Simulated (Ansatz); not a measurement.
# H7N2OScSi: basis-set convergence

Aim: see how fast density functionals converge with the basis set for H7N2OScSi.

Program: Ansatz 0.2.0, Gaussian basis. Level of theory: one geometry, several basis sets. These are calculated values, not measurements.

Levels to be run: PBE0-D4/def2-SVP; ωB97M-V/def2-SVP; PBE0-D4/def2-QZVPP; ωB97M-V/def2-QZVPP; the functionals' def2-TZVPP values are taken from earlier runs.

### 1 Structure used throughout

An earlier PBE0-D4 in a triple-zeta def2 set relaxation fixed the geometry.

SMILES `[NH2][Sc]([NH2])[O][SiH3]`, 12 atoms, charge 0, spin multiplicity 1.

Atoms are counted from 1 here; the program's logs count them from 0.

Bond lengths: N1–Sc2 1.986 Å, N1–H6 1.013 Å, N1–H7 1.012 Å, Sc2–N3 1.985 Å, Sc2–O4 1.906 Å, N3–H8 1.013 Å, N3–H9 1.012 Å, O4–Si5 1.623 Å, Si5–H10 1.491 Å, Si5–H11 1.491 Å, Si5–H12 1.491 Å. Angles: Sc2–N1–H6 126.1°, Sc2–N1–H7 126.9°, H6–N1–H7 107.0°, N1–Sc2–N3 118.7°, N1–Sc2–O4 120.8°, N3–Sc2–O4 120.6°, Sc2–N3–H8 126.2°, Sc2–N3–H9 126.7°, H8–N3–H9 107.0°, Sc2–O4–Si5 179.0°, O4–Si5–H10 110.9°, O4–Si5–H11 111.0°, O4–Si5–H12 110.8°, H10–Si5–H11 107.9°, H10–Si5–H12 108.1°, H11–Si5–H12 108.0°.

### 2 PBE0-D4 in def2-SVP

File in.yaml:

```yaml
crystal:
  periodic: [false, false, false]
  atoms:
    - {symbol: N, position_ang: [-1.018324, 1.783115, 1.499620]}
    - {symbol: Sc, position_ang: [-0.215631, 0.096695, 0.825144]}
    - {symbol: N, position_ang: [0.070818, -1.397956, 2.100264]}
    - {symbol: O, position_ang: [0.265479, -0.088510, -1.009944]}
    - {symbol: Si, position_ang: [0.676637, -0.274106, -2.569105]}
    - {symbol: H, position_ang: [-1.305662, 1.967014, 2.453280]}
    - {symbol: H, position_ang: [-1.219376, 2.617775, 0.963383]}
    - {symbol: H, position_ang: [-0.154640, -1.393977, 3.087640]}
    - {symbol: H, position_ang: [0.466823, -2.305586, 1.890180]}
    - {symbol: H, position_ang: [1.653052, 0.771040, -2.988586]}
    - {symbol: H, position_ang: [1.302151, -1.607093, -2.802193]}
    - {symbol: H, position_ang: [-0.521339, -0.168410, -3.449672]}
basis:
  gaussian: {orbitals: def2-SVP}
hamiltonian: {xc: pbe0, dispersion: d4}
output: {orbitals: {seedname: orbitals}}
```

On the command line:

```
$ ansatz run in.yaml --threads 4 --pin off --events-out ev --progress --plain --max-ram 11315MiB
```

Further steps of the session: ωB97M-V in def2-SVP; PBE0-D4 in def2-QZVPP; ωB97M-V in def2-QZVPP.

Q: Predict the results of all the runs planned. Wanted: PBE0-D4: double and triple zeta above quadruple; ωB97M-V: double and triple zeta above quadruple.

**Answer**, as computed:

| quantity | value |
| --- | --- |
| PBE0-D4: double and triple zeta above quadruple | 12.91, 0.99 eV |
| ωB97M-V: double and triple zeta above quadruple | 13.04, 0.92 eV |

What this shows: PBE0-D4 gains 11.91 eV from double to triple zeta, then 0.99 eV more. Total energies overstate the basis error of differences, where much of it tends to cancel.
